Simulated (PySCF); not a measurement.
**B3LYP/ccECP-cc-pVDZ (core potential) run of GeH2 (SMILES [GeH2])**

What is the vertical ionisation energy of GeH2 at B3LYP/ccECP-cc-pVDZ (core potential)? 

Program for the calculation: PySCF 2.14.0.

5 further runs of the same task are left out: 5 set aside as unsound or not needed.

## Step 1: The system as given

GeH2: 3 atoms, total charge 0, spin state singlet. SMILES: `[GeH2]`. The coordinates come from a PBE0-D4/def2-TZVP relaxation.

Bond lengths: Ge1–H2 1.595 Å, Ge1–H3 1.594 Å. Angles: H2–Ge1–H3 90.6°.

## Step 2: A single-point energy at B3LYP/ccECP-cc-pVDZ (core potential)

Input file job.py:

```python
from pyscf import gto, dft

molecule = gto.Mole()
molecule.atom = [
    ('Ge', (-0.570100, 0.405100, -0.263700)),
    ('H', (0.783000, 0.743600, 0.509000)),
    ('H', (-0.212900, -1.148700, -0.245300)),
]
molecule.charge = 0
molecule.max_memory = 1860
molecule.ecp = {'Ge': 'ccecp', 'H': 'ccecp'}
molecule.spin = 0
molecule.basis = 'ccecp-cc-pvdz'
molecule.verbose = 3
molecule.build()

ks = dft.RKS(molecule, xc='b3lyp')
ks.conv_tol = 1e-10
ks.grids.level = 5
ks.kernel()
if not ks.converged:
    ks = ks.newton().run(ks.mo_coeff, ks.mo_occ)

energy = ks.e_tot
print('E = %.10f Eh' % energy)
```

Launch:

```
$ OMP_NUM_THREADS=1 python job.py
```

What it wrote:

```text
converged SCF energy = -4.98100738260056
E = -4.9810073826 Eh
```

Run time: 1.7 s. Hardware: 1 thread of Arm Neoverse V1, shared host; peak memory 0.18 GiB.

## Step 3: The doublet cation, same level

Input file start.xyz:

```xyz
3
GeH2
Ge    -0.570100     0.405100    -0.263700
H      0.783000     0.743600     0.509000
H     -0.212900    -1.148700    -0.245300
```

Input file run.py:

```python
from pyscf import gto, dft

molecule = gto.M(
    atom='start.xyz',
    max_memory=1860,
    charge=1,
    basis='ccecp-cc-pvdz',
    verbose=3,
    spin=1,
    ecp={'Ge': 'ccecp', 'H': 'ccecp'},
)

ks = dft.UKS(molecule, xc='b3lyp')
ks.grids.level = 5
ks.conv_tol = 1e-10
ks.kernel()
if not ks.converged:
    ks = ks.newton().run(ks.mo_coeff, ks.mo_occ)

energy = ks.e_tot
print(f'total energy: {energy:.8f} hartree')
```

Launch:

```
$ OMP_NUM_THREADS=1 python run.py
```

What it wrote:

```text
converged SCF energy = -4.63382511829382  <S^2> = 0.75434097  2S+1 = 2.0043363
total energy: -4.63382512 hartree
```

It took 2.7 s on 1 thread of Arm Neoverse V1, shared host; peak memory 0.19 GiB.

## Step 4: Outcome

Level: B3LYP/ccECP-cc-pVDZ (core potential).

| quantity | value |
| --- | --- |
| singlet GeH2: total energy | -4.98101 Eh |
| singlet GeH2: dipole moment | 0.42 D |
| singlet GeH2: HOMO energy | -6.69 eV |
| singlet GeH2: LUMO energy | -3.18 eV |
| singlet GeH2: HOMO–LUMO gap | 3.51 eV |
| doublet cation: total energy | -4.63383 Eh |
| doublet cation: HOMO energy (highest over α and β) | -15.42 eV |
| doublet cation: LUMO energy (lowest over α and β) | -12.12 eV |
| doublet cation: ⟨S²⟩ | 0.754 |
| vertical ionisation energy (to the doublet cation) | 9.447 eV |

In words: Removing an electron at fixed nuclei costs 9.45 eV (218 kcal/mol). −ε(HOMO) before ionisation, 6.69 eV, is 2.75 eV below this ionisation energy. Mulliken charges (doublet cation) run from +0.08 on H2 to +0.83 on Ge1.
